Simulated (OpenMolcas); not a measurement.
# CH3BN2 (SMILES B1N=CN1): MP2/4-31G

What is the energy change on altering one bond length of CH3BN2 at MP2/4-31G? 

Program for the calculation: OpenMolcas 26.06.

8 further runs of the same task are left out: 8 set aside as unsound or not needed.

## Step 1: The molecule

The species is CH3BN2 (7 atoms), meant as a singlet with charge 0. As SMILES, `B1N=CN1`. The coordinates come from a GFN2-xTB relaxation.

Bond lengths: B1–N2 1.455 Å, N2–C3 1.302 Å, B1–N4 1.492 Å, C3–N4 1.378 Å, B1–H5 1.158 Å, C3–H6 1.081 Å, N4–H7 1.013 Å. Angles: B1–N2–C3 77.1°, N2–B1–N4 93.1°, N2–C3–N4 105.9°, B1–N4–C3 73.7°, N2–B1–H5 132.8°, N4–B1–H5 129.6°, N2–C3–H6 128.0°, N4–C3–H6 125.8°, B1–N4–H7 131.6°, C3–N4–H7 123.3°.

## Step 2: Energy and forces at MP2/4-31G

The input, test.inp:

```
&GATEWAY
 COORD
 7
 angstrom
 B       -0.460390       0.685860      -0.526860
 N       -1.144840       0.337180       0.708650
 C       -0.086300      -0.419810       0.740320
 N        0.864650       0.228820      -0.016640
 H       -0.825470       0.816370      -1.617780
 H        0.019030      -1.399690       1.185300
 H        1.633310      -0.248730      -0.473000
 BASIS
 4-31G
 GROUP
 NoSym

&SEWARD

&SCF
 PRORBITALS
 1 1

&MBPT2
 FROZEN
 4
 GRDT

&ALASKA
```

Run with:

```console
export MOLCAS_MEM=1860
pymolcas test.inp > test.log
```

The program printed, cut to the lines that bear on the results:

```text
--- Start Module: gateway ---
[...]
--- Stop Module: gateway /rc=_RC_ALL_IS_WELL_ ---
[...]
      Basis functions           42
[...]
       Convergence after  13 Iterations
[...]
::    Total SCF energy                               -172.8636238293
[...]
      Total spin, S                                     0.0000000000
[...]
      Total electronic charge=   28.000000
      Total            charge=   -0.000000
[...]
--- Start Module: mbpt2 ---
[...]
WARNING!
Default frozen orbitals as non valence orbitals is overwritten by user input.
Default values:   4
[...]
       Reference weight ( Cref**2 )         =        0.87554
::    Total MBPT2 energy                             -173.2252579525
[...]
      Dipole Moment (debye):
      Origin of the operator (angstrom)=   -0.1701    0.1777    0.2195
                   X=  2.4760E+00               Y= -2.0401E+00               Z= -1.6010E+00           Total=  3.5855E+00
      Quadrupole Moment (debye*angstrom):
[...]
      Total MBPT2 calculations                           0.18      0.23
--- Stop Module: mbpt2 /rc=_RC_ALL_IS_WELL_ ---
--- Start Module: alaska ---
[...]
 *              Molecular gradients               *
 **************************************************
  Irreducible representation: a
 ------------------------------------------------------------------------------------------
                              X                       Y                       Z
 ------------------------------------------------------------------------------------------
  B1               -5.60093293442065E-03   -2.14506911087033E-02    2.38794210793154E-02
  N2                6.89976814093090E-02   -1.55091227311668E-02   -2.37414193807925E-02
  C3               -1.18691337617642E-02    4.30910713588322E-02   -3.58420601983411E-02
  N4               -5.27961585053562E-02   -8.27699337416288E-03    2.19045389490871E-02
  H5                5.09958486667539E-03   -2.15866272326121E-03    1.19716708872319E-02
  H6               -1.73210993036213E-03    3.79946322014035E-03   -2.04726849606240E-03
  H7               -2.09893114410997E-03    5.04935358309089E-04    3.87511715955768E-03
 ------------------------------------------------------------------------------------------
--- Stop Module: alaska /rc=_RC_ALL_IS_WELL_ ---
[...]
```

It took 2 s on 1 thread of Intel Xeon 6975P-C (Granite Rapids), shared host; peak memory 0.38 GiB.

## Step 3: The distorted shape, same level

The input, test.inp:

```
&GATEWAY
  COORD
  7
  angstrom
  B       -0.369122       0.653233      -0.254137
  N       -1.053572       0.304553       0.981373
  C        0.004968      -0.452437       1.013043
  N        0.955918       0.196193       0.256083
  H       -0.825470       0.816370      -1.617780
  H        0.110298      -1.432317       1.458023
  H        1.724578      -0.281357      -0.200277
  BASIS
  4-31G
  GROUP
  NoSym

&SEWARD

&SCF
  PRORBITALS
  1 1

&MBPT2
  FROZEN
  4
  GRDT

&ALASKA
```

Run with:

```console
export MOLCAS_MEM=1860
pymolcas test.inp > test.log
```

The program printed, cut to the lines that bear on the results:

```text
--- Start Module: gateway ---
[...]
--- Stop Module: gateway /rc=_RC_ALL_IS_WELL_ ---
[...]
      Basis functions           42
[...]
       Convergence after  13 Iterations
[...]
::    Total SCF energy                               -172.8383764355
[...]
      Total spin, S                                     0.0000000000
[...]
      Total electronic charge=   28.000000
      Total            charge=   -0.000000
[...]
--- Start Module: mbpt2 ---
[...]
WARNING!
Default frozen orbitals as non valence orbitals is overwritten by user input.
Default values:   4
[...]
       Reference weight ( Cref**2 )         =        0.87266
::    Total MBPT2 energy                             -173.2035022178
[...]
      Dipole Moment (debye):
      Origin of the operator (angstrom)=   -0.0806    0.1456    0.4871
                   X=  2.5949E+00               Y= -2.1522E+00               Z= -1.2835E+00           Total=  3.6074E+00
      Quadrupole Moment (debye*angstrom):
[...]
      Total MBPT2 calculations                           0.19      0.27
--- Stop Module: mbpt2 /rc=_RC_ALL_IS_WELL_ ---
--- Start Module: alaska ---
[...]
 *              Molecular gradients               *
 **************************************************
  Irreducible representation: a
 ------------------------------------------------------------------------------------------
                              X                       Y                       Z
 ------------------------------------------------------------------------------------------
  B1                1.97017074861745E-02   -3.10662921452463E-02    9.83218634068228E-02
  N2                7.07798817264358E-02   -1.53633298789875E-02   -2.17084649897004E-02
  C3               -1.19530930597911E-02    4.31152559388162E-02   -3.59189578436307E-02
  N4               -5.27917710763086E-02   -7.81470185167743E-03    2.48176679562763E-02
  H5               -2.19807964064259E-02    7.71988440558952E-03   -6.69571465645822E-02
  H6               -1.82115160272858E-03    3.23342751133726E-03   -2.62130817147121E-03
  H7               -1.93477706736811E-03    1.75756020197149E-04    4.06634620628088E-03
 ------------------------------------------------------------------------------------------
--- Stop Module: alaska /rc=_RC_ALL_IS_WELL_ ---
[...]
```

It took 2 s on 1 thread of Intel Xeon 6975P-C (Granite Rapids), shared host; peak memory 0.38 GiB.

## Step 4: What came out

At MP2/4-31G, 4 core orbitals frozen:

| quantity | value |
| --- | --- |
| first shape: total energy | -173.22526 Eh |
| first shape: dipole moment (mean-field density) | 3.84 D |
| first shape: HOMO energy (Hartree–Fock orbitals) | -10.00 eV |
| first shape: LUMO energy (Hartree–Fock orbitals) | 3.59 eV |
| first shape: HOMO–LUMO gap (Hartree–Fock orbitals) | 13.59 eV |
| first shape: correlation energy (4 core orbitals frozen) | -361.6 mEh |
| first shape: largest force on an atom | 3.836 eV/Å |
| distorted shape: total energy | -173.20350 Eh |
| distorted shape: dipole moment (mean-field density) | 3.87 D |
| distorted shape: HOMO energy (Hartree–Fock orbitals) | -10.17 eV |
| distorted shape: LUMO energy (Hartree–Fock orbitals) | 3.45 eV |
| distorted shape: HOMO–LUMO gap (Hartree–Fock orbitals) | 13.62 eV |
| distorted shape: correlation energy (4 core orbitals frozen) | -365.1 mEh |
| distorted shape: largest force on an atom | 5.398 eV/Å |
| energy change with the B1–H5 bond stretched from 1.158 to 1.447 Å | 0.592 eV |

In words: With the B1–H5 bond stretched from 1.158 to 1.447 Å the energy rises by 0.59 eV (57.1 kJ/mol). The first shape isn't relaxed at this level, so the change isn't measured from a minimum. The largest force (first shape) is 3.84 eV/Å: the shape isn't a stationary point for this species at this level.
